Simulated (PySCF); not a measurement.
# F6Mn ([MnF6]3-): the cost of one run

Computed with PySCF 2.14.0 and routines of our own; the level stands in each step. Atoms count from 0.

### Step 1. The starting structure

7 atoms, charge -3, states of the metal's open shell are computed; geometry from: model geometry, bond lengths from ionic radii.

### Step 2. Ligand-field states: state-averaged CASSCF in water

Job settings and geometry (Å):

```
{"job": {"kind": "lf", "basis": {"metal": "x2c-TZVPall", "ligand": "x2c-SVPall"}, "nevpt": true, "solvent": "water"}, "charge": -3, "metal": "Mn", "open_shell": "d4"}
Mn     0.000000     0.000000     0.000000
F      0.000000     0.000000     1.945000
F      0.000000     0.000000    -1.945000
F      1.945000     0.000000     0.000000
F     -1.945000     0.000000     0.000000
F      0.000000     1.945000     0.000000
F     -0.000000    -1.945000     0.000000
```

With the program's defaults for keys left out, this is: state-averaged CASSCF of the metal d shell, SC-NEVPT2 on the averaged canonical orbitals, state-interaction spin-orbit coupling.

On the command line:

```sh
$ OMP_NUM_THREADS=1 python lf_run.py task.json out
```

One launch serves the whole session: the jobs run in the order shown.

Q: Estimate the wall time and peak memory of this first job on 1 thread of Arm Neoverse V2, shared host.

About 13 s, with a peak of 0.33 GiB.
